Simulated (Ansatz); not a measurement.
# Cu(AsH3)F (AsCuFH₃): geometry optimisation

Aim: relax Cu(AsH3)F (AsCuFH₃) at this level.

Method: RKS PBE0-D4/def2-SVPD; program: Ansatz 0.2.0.

2 further runs of the same task are left out: 2 set aside as unsound or not needed.

## Step 1: Where the work starts

6 atoms, charge 0, spin multiplicity 1.

Atoms are counted from 1 here; the program's logs count them from 0.

Bond lengths: Cu1–As2 2.236 Å, Cu1–F6 1.782 Å, As2–H3 1.524 Å, As2–H4 1.524 Å, As2–H5 1.524 Å. Angles: As2–Cu1–F6 180.0°, Cu1–As2–H3 119.9°, Cu1–As2–H4 119.8°, Cu1–As2–H5 119.8°, H3–As2–H4 97.4°, H3–As2–H5 97.4°, H4–As2–H5 97.4°.

Geometry (Å):

```xyz
6
AsCuFH3
Cu   -0.00108    0.00939   -1.57274
As    0.00054   -0.00416    0.66273
H     0.83290   -1.03633    1.41491
H    -1.30498   -0.21515    1.42105
H     0.47515    1.22569    1.42833
F    -0.00252    0.02057   -3.35429
```

## Step 2: Relaxation

Contents of input.yaml:

```yaml
crystal:
  periodic: [false, false, false]
  atoms:
    - { symbol: Cu, position_ang: [-0.001083, 0.009389, -1.57274] }
    - { symbol: As, position_ang: [0.000539, -0.004164, 0.662734] }
    - { symbol: H, position_ang: [0.832895, -1.036328, 1.414913] }
    - { symbol: H, position_ang: [-1.304982, -0.215154, 1.421049] }
    - { symbol: H, position_ang: [0.475152, 1.225689, 1.42833] }
    - { symbol: F, position_ang: [-0.002521, 0.020568, -3.354287] }
basis:
  gaussian: { orbitals: def2-SVPD }
hamiltonian:
  xc: pbe0
  dispersion: d4
output:
  forces: true
relax:
  f_tol: 0.003
  max_steps: 120
```

On the command line:

```console
$ ansatz run input.yaml --threads 1 --pin off --max-ram 2560MiB --backend cpu --events-out ev --progress --plain --runs-dir out
```

Log:

```text
Warning: RAYON_NUM_THREADS=1 ignored (pool sized by the plan → 1); use --threads N
The last accepted step is kept in <dir> (removed where the run ends without a failure and the disk answers)
Engine: ansatz 0.2.0, aarch64-unknown-linux-gnu
Functional definition: PBE0
  parameter a = 0.25
  parameter kappa = 0.804
  parameter beta = 0.06672455060314922
  exchange = (1 - a)*pbe_x(kappa = kappa, mu = beta*pi^2/3) + a*exact_x
  correlation = pbe_c(beta = beta)
1259 factors; integrals over basis functions are off by at most 2.5e-4 eV
mean field evaluation 1: about -108210.5560 eV, gradient 5.9e1 eV
mean field evaluation 2: about -107775.4198 eV, gradient 5.0e2 eV
mean field evaluation 4: about -108215.0953 eV, gradient 3.3e1 eV
mean field evaluation 8: about -108216.5484 eV, gradient 2.5e-1 eV
mean field evaluation 16: about -108216.5486 eV, gradient 9.0e-5 eV
mean field -108216.54862711 eV, -3976.8848102350 hartree, gradient 1.5e-5 eV, S^2 0.000000; 0 other end points of the search recorded, 0 dependent functions left out
the calculation of the forces begins
reference -108216.54866619 eV, -3976.8848116714 hartree; 37, 37 occupied and 82, 82 virtual orbitals, 1259 factors
relax step   1: F+E_penalty+E_count = -108216.63757039 eV  Δ(F+E_penalty+E_count) = +0.000e0 eV  max|allowed force component| = 6.048e-1 eV/Å  Δτ_max = 0.0000 Å  (29 SCF iters, accepted)
these checks for a lower state are left out or cut short: starts, cluster_reference, orbital_swaps, neighbouring_geometries, increment
1259 factors; integrals over basis functions are off by at most 2.5e-4 eV
mean field -108216.55625404 eV, -3976.8850905196 hartree, gradient 1.8e-5 eV, S^2 0.000000; 0 other end points of the search recorded, 0 dependent functions left out
the calculation of the forces begins
reference -108216.55629303 eV, -3976.8850919525 hartree; 37, 37 occupied and 82, 82 virtual orbitals, 1259 factors
relax step   2: F+E_penalty+E_count = -108216.64522775 eV  Δ(F+E_penalty+E_count) = -7.657e-3 eV  max|allowed force component| = 1.090e-1 eV/Å  Δτ_max = 0.0103 Å  (34 SCF iters, accepted)
these checks for a lower state are left out or cut short: starts, cluster_reference, orbital_swaps, neighbouring_geometries, increment
1259 factors; integrals over basis functions are off by at most 2.5e-4 eV
mean field -108216.55660440 eV, -3976.8851033950 hartree, gradient 1.6e-5 eV, S^2 0.000000; 0 other end points of the search recorded, 0 dependent functions left out
the calculation of the forces begins
reference -108216.55664338 eV, -3976.8851048278 hartree; 37, 37 occupied and 82, 82 virtual orbitals, 1259 factors
relax step   3: F+E_penalty+E_count = -108216.64551691 eV  Δ(F+E_penalty+E_count) = -2.892e-4 eV  max|allowed force component| = 1.386e-2 eV/Å  Δτ_max = 0.0035 Å  (25 SCF iters, accepted)
these checks for a lower state are left out or cut short: starts, cluster_reference, orbital_swaps, neighbouring_geometries, increment
1259 factors; integrals over basis functions are off by at most 2.5e-4 eV
mean field evaluation 32: about -108216.5061 eV, gradient 3.0e-1 eV
mean field -108216.55662046 eV, -3976.8851039853 hartree, gradient 2.0e-5 eV, S^2 0.000000; 0 other end points of the search recorded, 0 dependent functions left out
the calculation of the forces begins
reference -108216.55665944 eV, -3976.8851054179 hartree; 37, 37 occupied and 82, 82 virtual orbitals, 1259 factors
relax step   4: F+E_penalty+E_count = -108216.64552368 eV  Δ(F+E_penalty+E_count) = -6.775e-6 eV  max|allowed force component| = 3.229e-3 eV/Å  Δτ_max = 0.0007 Å  (23 SCF iters, accepted)
these checks for a lower state are left out or cut short: starts, cluster_reference, orbital_swaps, neighbouring_geometries, increment
1259 factors; integrals over basis functions are off by at most 2.5e-4 eV
mean field -108216.55662086 eV, -3976.8851040001 hartree, gradient 2.7e-5 eV, S^2 0.000000; 0 other end points of the search recorded, 0 dependent functions left out
the calculation of the forces begins
reference -108216.55665985 eV, -3976.8851054328 hartree; 37, 37 occupied and 82, 82 virtual orbitals, 1259 factors
relax step   5: F+E_penalty+E_count = -108216.64552451 eV  Δ(F+E_penalty+E_count) = -8.296e-7 eV  max|allowed force component| = 6.505e-4 eV/Å  Δτ_max = 0.0002 Å  (21 SCF iters, accepted)
1259 factors; integrals over basis functions are off by at most 2.5e-4 eV
mean field -108216.55662086 eV, -3976.8851040001 hartree, gradient 2.7e-5 eV, S^2 0.000000; 1 other end points of the search recorded, 0 dependent functions left out
the calculation of the forces begins
reference -108216.55665985 eV, -3976.8851054328 hartree; 37, 37 occupied and 82, 82 virtual orbitals, 1259 factors
Total energy: -108216.64556350 eV, -3976.8883725817 hartree
Atom 0 at    -0.001123     0.009517    -1.574691 Å, force    -0.000000     0.000004    -0.000614 eV/Å
Atom 1 at     0.000504    -0.004120     0.675636 Å, force    -0.000005     0.000015    -0.000106 eV/Å
Atom 2 at     0.827503    -1.029655     1.411304 Å, force    -0.000018     0.000018     0.000012 eV/Å
Atom 3 at    -1.296506    -0.213803     1.417700 Å, force     0.000024    -0.000004     0.000026 eV/Å
Atom 4 at     0.472074     1.217686     1.425083 Å, force    -0.000004    -0.000023     0.000032 eV/Å
Atom 5 at    -0.002452     0.020376    -3.355032 Å, force     0.000003    -0.000011     0.000650 eV/Å
Dipole moment:     0.001194    -0.009866     1.622058 e Å
```

Wall time 42 s (1 thread of Arm Neoverse V2, shared host); peak memory 0.31 GiB.

The steps of the relaxation:

```csv
step,energy from step 1 (eV),largest force component (eV/Å)
1,0.0000,0.6048
2,-0.0077,0.1090
3,-0.0079,0.0139
4,-0.0080,0.0032
5,-0.0080,0.0006
```

Distances of close pairs at the start and the end, largest changes first:

```csv
bond,before (Å),after (Å),change (Å)
As2–H3,1.524,1.509,-0.016
As2–H4,1.524,1.509,-0.016
As2–H5,1.524,1.509,-0.016
Cu1–As2,2.236,2.250,+0.015
Cu1–F6,1.782,1.780,-0.001
```

## Step 3: Summary of results

```
             quantity      value
        energy gained  0.0080 eV
root mean square move    0.008 Å
        dipole moment     7.79 D
```

Bond lengths: Cu1–As2 2.250 Å, Cu1–F6 1.780 Å, As2–H3 1.509 Å, As2–H4 1.509 Å, As2–H5 1.509 Å. Angles: As2–Cu1–F6 180.0°, Cu1–As2–H3 119.5°, Cu1–As2–H4 119.5°, Cu1–As2–H5 119.5°, H3–As2–H4 97.9°, H3–As2–H5 97.9°, H4–As2–H5 97.9°. No frequencies were computed here.
